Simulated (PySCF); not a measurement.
# C22H20: the cost of one run

Computed with PySCF 2.14.0 and routines of our own; the level stands in each step. Atoms count from 0.

### Step 1. The starting structure

42 atoms, charge 0, multiplicity 1; geometry from: GFN2-xTB.

### Step 2. Electronic excitations: TDA B3LYP/6-31G*

What the job is given:

```
{"job": {"kind": "uv", "basis": "6-31G*", "grid": 1, "kgrid": 0, "vcut": 1.5, "nstates": 5, "ntriplets": 2, "tda": true, "delta": ["ip_vertical"], "pop": false, "xc": "B3LYP"}, "charge": 0, "multiplicity": 1}
C      0.554960    -0.347844    -0.238744
C     -0.554876     0.348994     0.112959
C     -1.877509    -0.146522    -0.024870
C     -2.986001     0.550417     0.325309
C     -4.314212     0.057361     0.188842
C     -5.402863     0.770689     0.546066
C     -6.786692     0.365988     0.450405
C     -7.779949     1.255776     0.877109
C     -9.117201     0.922007     0.808316
C     -9.500004    -0.313239     0.310679
C     -8.530934    -1.207711    -0.116619
C     -7.192838    -0.876168    -0.049245
C      1.877766     0.147304    -0.101655
C      2.985732    -0.549807    -0.453251
C      4.314007    -0.056976    -0.316856
C      5.402762    -0.770213    -0.673894
C      6.786344    -0.365270    -0.577350
C      7.192197     0.877545    -0.079173
C      8.530328     1.209140    -0.010839
C      9.499912     0.313671    -0.435185
C      9.117132    -0.922053    -0.931722
C      7.779907    -1.255533    -1.001688
H      0.442706    -1.343482    -0.651084
H     -0.442650     1.344987     0.524402
H     -1.989193    -1.142263    -0.436743
H     -2.873127     1.546377     0.736026
H     -4.418181    -0.937429    -0.222675
H     -5.243677     1.762808     0.953317
H     -7.488328     2.221057     1.266729
H     -9.865678     1.625447     1.143246
H    -10.545487    -0.578151     0.255828
H     -8.823153    -2.172643    -0.505767
H     -6.455965    -1.588133    -0.387966
H      1.989725     1.143122     0.309851
H      2.872624    -1.545452    -0.864842
H      4.417710     0.937344     0.095881
H      5.243685    -1.762098    -1.081421
H      6.455169     1.590256     0.257905
H      8.822255     2.174848     0.376895
H     10.545479     0.578618    -0.379359
H      9.865673    -1.625963    -1.265365
H      7.488273    -2.220886    -1.390653
```

With the program's defaults for keys left out, this is: TDA B3LYP/6-31G*, vertical, gas phase, core orbitals frozen in the response, virtual orbitals cut by energy.

The run is started by

```
OMP_NUM_THREADS=1 python large_run.py task.json out
```

The driver reads the jobs from task.json and runs them one after another.

Q: Estimate the wall time and peak memory of this first job on 1 thread of Arm Neoverse N1, shared host.

About 2.5 min, with a peak of 0.59 GiB.
